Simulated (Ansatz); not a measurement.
# GaH3O: the cost of one run

Program: Ansatz 0.2.0. Level of theory: RKS PBE0/def2-SVP. These are calculated values, not measurements.

### Step 1. The starting structure

Bond lengths: Ga1–H2 1.770 Å, Ga1–O3 1.990 Å, O3–H4 1.010 Å, Ga1–H5 1.570 Å. Angles: H2–Ga1–O3 42.6°, H2–Ga1–H5 157.4°, O3–Ga1–H5 160.0°, Ga1–O3–H4 105.4°.

As a file:

```xyz
5

Ga    0.0000    0.0000    0.0000
H     1.0752    0.0000    1.4060
O     1.9596    0.0000    0.3462
H     2.2595   -0.9519    0.1913
H    -1.3596    0.0000   -0.7850
```

### Step 2. Pulling towards end A

Springs on the bonds that form and break draw the guess towards this end; the thresholds are loose.

The input, input.yaml:

```yaml
crystal:
  periodic: [false, false, false]
  atoms:
    - { symbol: Ga, position_ang: [0.0, 0.0, 0.0] }
    - { symbol: H, position_ang: [1.0752, 0.0, 1.406] }
    - { symbol: O, position_ang: [1.9596, 0.0, 0.3462] }
    - { symbol: H, position_ang: [2.2595, -0.9519, 0.1913] }
    - { symbol: H, position_ang: [-1.3596, 0.0, -0.785] }
basis:
  gaussian: { orbitals: def2-SVP }
hamiltonian:
  xc: pbe0
relax:
  f_tol: 0.15
  max_steps: 25
  restrain:
    - { distance: [1, 2], at: 2.21, k: 30.0 }
    - { distance: [0, 1], at: 1.57, k: 30.0 }
    - { distance: [0, 2], at: 1.79, k: 30.0 }
```

Command:

```console
ansatz run input.yaml --threads 1 --pin off --max-ram 2048MiB --backend cpu --events-out ev --progress --plain --runs-dir out
```

Q: Estimate wall time and peak memory on 1 thread of Arm Neoverse V2, shared host.

About 12 s, with a peak of 0.11 GiB.
